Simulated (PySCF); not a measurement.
# CH7O2PSi2: the cost of one run

Programs: PySCF 2.14.0, with density-fitted response routines of our own. Each step states its level of theory. These are calculated values for one molecule in the gas phase, unless marked as measured. Atoms count from 0, in the outputs and in this text.

### Step 1. The molecule as given

13 atoms, charge 0, multiplicity 1; geometry from: GFN2-xTB. The atoms were then displaced at random by about 0.01 Å, so the start is not that level's minimum.

Bonds of the start (Å): O0–C1 1.23, C1–O2 1.34, C1–Si3 1.89, Si3–Si4 2.37, Si3–P5 2.24, O2–H6 1.00, Si3–H7 1.48, Si4–H8 1.47, Si4–H9 1.45, Si4–H10 1.47, P5–H11 1.40, P5–H12 1.40.

### Step 2. Relaxing the molecule at PBE0-D3(BJ)/def2-SVP

The job: settings as JSON, then the geometry in Å.

```
{"job": {"xc": "PBE0", "basis": "def2-SVP", "d3": "d3bj", "grid": 1, "shake": 0.01, "kind": "geom"}, "charge": 0, "multiplicity": 1}
O      1.878890    -1.670780     0.968650
C      1.489870    -0.712150     0.299180
O      2.177620    -0.256220    -0.754190
Si    -0.086510     0.309090     0.511800
Si    -1.974100    -1.021080    -0.001670
P      0.289050     1.920970    -0.993550
H      3.020720    -0.770680    -0.889280
H     -0.069540     0.763270     1.915550
H     -3.192040    -0.194910     0.012600
H     -1.865470    -1.654080    -1.296120
H     -2.177620    -2.075410     1.007040
H      1.256590     2.571940    -0.226230
H     -0.741640     2.773150    -0.564120
```

Command:

```sh
$ OMP_NUM_THREADS=1 python probes_run.py task.json out
```

The driver reads the jobs from task.json and runs them one after another.

**Question.** How long does this first job take on 1 thread of Arm Neoverse V1, shared host, and how much memory does it need?

About 1.7 min, with a peak of 0.51 GiB.
